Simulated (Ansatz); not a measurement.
# Zr3O: the cost of one run

Computed with Ansatz 0.2.0 (DFT LDA, scalar-relativistic, plane waves, PAW, unless a step's input says otherwise).

The COD entry's cell or inner coordinates are ideal or old and differ from later refinements, so a difference from it is no clean test against experiment.

3 further runs of the same task are left out: 3 set aside as unsound or not needed.

### Step 1. The system as given

It takes space group P6_322 (No. 182, hexagonal). Conventional cell: a = 5.537 Å, b = 5.537 Å, c = 5.127 Å, α = 90.00°, β = 90.00°, γ = 120.00°. Zr (site symmetry 2) has 2 O at 2.23 Å in its first shell of neighbours. O (site symmetry 32) has 6 Zr at 2.23 Å in its first shell of neighbours.

As a file:

```cif
data_structure
_symmetry_space_group_name_H-M 'P 1'
_symmetry_Int_Tables_number 1
_cell_length_a 5.5368
_cell_length_b 5.5368
_cell_length_c 5.1267
_cell_angle_alpha 90.000
_cell_angle_beta 90.000
_cell_angle_gamma 120.000
_cell_volume 136.11
loop_
_atom_site_label
_atom_site_type_symbol
_atom_site_fract_x
_atom_site_fract_y
_atom_site_fract_z
_atom_site_occupancy
Zr1 Zr 0.34067 0.00000 0.00000 1
Zr2 Zr 0.34067 0.34067 0.50000 1
Zr3 Zr 0.00000 0.34067 0.00000 1
Zr4 Zr 0.65933 0.00000 0.50000 1
Zr5 Zr 0.65933 0.65933 0.00000 1
Zr6 Zr 0.00000 0.65933 0.50000 1
O1 O 0.33333 0.66667 0.25000 1
O2 O 0.66667 0.33333 0.75000 1
```

It is the result of an earlier relaxation at this level (volume 17.01 Å³/atom; gap on the mesh: none (metal)).

### Step 2. Dielectric function

The input, input.yaml:

```yaml
crystal:
  lattice:
    - [5.5367997899, 0.0, 0.0]
    - [-2.7683998949, 4.7950092737, 0.0]
    - [0.0, 0.0, 5.1267089108]
  atoms:
    - { symbol: Zr, position: [0.3406724948, 0.0, 0.0] }
    - { symbol: Zr, position: [0.3406724948, 0.3406724948, 0.5] }
    - { symbol: Zr, position: [0.0, 0.3406724948, 0.0] }
    - { symbol: Zr, position: [0.6593275052, 0.0, 0.5] }
    - { symbol: Zr, position: [0.6593275052, 0.6593275052, 0.0] }
    - { symbol: Zr, position: [0.0, 0.6593275052, 0.5] }
    - { symbol: O, position: [0.3333333333, 0.6666666667, 0.25] }
    - { symbol: O, position: [0.6666666667, 0.3333333333, 0.75] }
basis:
  ecutwfc: 420
kpoints:
  mp_grid: { grid: [6, 6, 8] }
hamiltonian:
  xc: lda
scf:
  occupations: { method: fermi_dirac, width: 0.15 }
  n_extra_bands: 32
output:
  eigenvalues: true
  optics: { e_range: [0, 14], sigma: 0.1, nscf_kmesh: { grid: [12, 12, 12] } }
checkpoint:
  read: start.run
  write: ck
  compress: false
  write_wavefunctions: false
  write_every: 100000
```

Launch:

```bash
$ ansatz run input.yaml --threads 4 --pin off --max-ram 12288MiB --backend cpu --events-out ev --progress --plain --runs-dir out
```

What time and memory should one allow on 4 threads of Oxide Virtual Turin-like (Zen 5), shared host?

About 4.4 min, with a peak of 4.4 GiB.
